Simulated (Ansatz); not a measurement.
# BrMg (charge +1): vertical energies of changing the electron count

Program: Ansatz's Python interface.

`brmg.xyz`
```text
2

Mg    0.00000    0.00000    0.00000
Br    0.00000    0.00000    2.57000
```

Interactive session:
```pycon
>>> import ansatz as az
>>> def energy_of(molecule, charge=0, unpaired=0):
...     calc = (
...         molecule.calculation()
...         .basis(gaussian="def2-TZVP")
...         .correlation("ccsd_t")
...     )
...     if charge:
...         calc = calc.charge(charge)
...     if unpaired:
...         calc = calc.spin("collinear", total=unpaired)
...     report = calc.run(threads=1, backend="cpu").report
...     if report["published_state_doubts"]:
...         print("  doubts:", report["published_state_doubts"])
...     return report["free_energy_ev"]
...
>>> brmg = az.Crystal.molecule_from_extxyz("brmg.xyz")
>>> # delta-SCF style differences, no relaxation
>>> parent = energy_of(brmg, 1, 0)
>>> cation = energy_of(brmg, 2, 1)
>>> print(f"E(N)   = {parent:.5f} eV")
E(N)   = -75437.42653 eV
>>> print(f"E(N-1) = {cation:.5f} eV  (1 unpaired)")
E(N-1) = -75422.59071 eV  (1 unpaired)
>>> print(f"vertical ionisation energy {cation - parent:.3f} eV")
vertical ionisation energy 14.836 eV
```

At this unrelaxed geometry removing an electron costs 14.84 eV.

What to keep in mind:
- Total energies depend on the basis set; only differences at equal settings carry meaning.
- The geometry is a force-field or estimated start, not a minimum of this method, and the basis set is short of its limit. All parts are taken at fixed geometry, without zero-point energy. At an unrelaxed start these energies can be a whole eV from those at the minimum, and a small affinity can change sign.
- The spin state was assumed, and another may lie lower.
- Timing: 18 s on 1 thread of AMD EPYC 7R43 64-Core Processor (Zen 3), on a shared host, peak memory 0.44 GiB.
